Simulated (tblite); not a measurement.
# C8H11BGe: the cost of one run

Programs: tblite 0.8.0 and PySCF 2.14.0, with density-fitted response routines of our own. Each step states its level of theory. These are calculated values for one molecule in the gas phase, unless marked as measured. Atoms count from 0, in the outputs and in this text.

### 1 The molecule as given

21 atoms, charge 0, multiplicity 1; geometry from: force field or distance geometry start.

Bonds of the start (Å): B0–C1 1.57, C1–C2 1.54, C2–Ge3 2.00, Ge3–C4 1.94, C4–C5 1.33, C4–C6 1.47, C6–C7 1.35, C7–C8 1.44, C8–C9 1.20, C6–C1 1.48, B0–H10 1.19, B0–H11 1.18, C1–H12 1.12, C2–H13 1.09, C2–H14 1.10, Ge3–H15 1.54, Ge3–H16 1.52, C5–H17 1.08, C5–H18 1.09, C7–H19 1.08, C9–H20 1.06.

### 2 Geometry optimisation with GFN2-xTB

The job: settings as JSON, then the geometry in Å.

```
{"job": {"kind": "relax", "xc": "GFN2-xTB", "basis": "xTB"}, "charge": 0, "multiplicity": 1}
B      1.880900    -1.141200     0.193600
C      0.355800    -0.890400    -0.059900
C     -0.530200    -1.474200     1.056100
Ge    -2.246000    -0.978300     0.157400
C     -1.458600     0.600700    -0.643800
C     -2.074600     1.518100    -1.376600
C     -0.039700     0.520700    -0.266800
C      0.732000     1.622500    -0.135700
C      2.114200     1.523100     0.238600
C      3.260300     1.444200     0.578600
H      2.309500    -1.373300     1.275000
H      2.527600    -1.546300    -0.703100
H      0.064100    -1.504000    -0.946900
H     -0.431400    -2.553500     1.148100
H     -0.421600    -0.875300     1.972000
H     -3.332400    -0.641200     1.193600
H     -2.634000    -1.992100    -0.913200
H     -1.560800     2.368200    -1.793600
H     -3.143200     1.390600    -1.537700
H      0.343300     2.610700    -0.313100
H      4.275900     1.388000     0.876800
```

The run is started by

```console
$ OMP_NUM_THREADS=1 python probes_run.py task.json out
```

One launch serves the whole session: the jobs run in the order shown.

**Question.** How long does this first job take on 1 thread of Arm Neoverse N1, shared host, and how much memory does it need?

About 2.7 s, with a peak of 0.18 GiB.
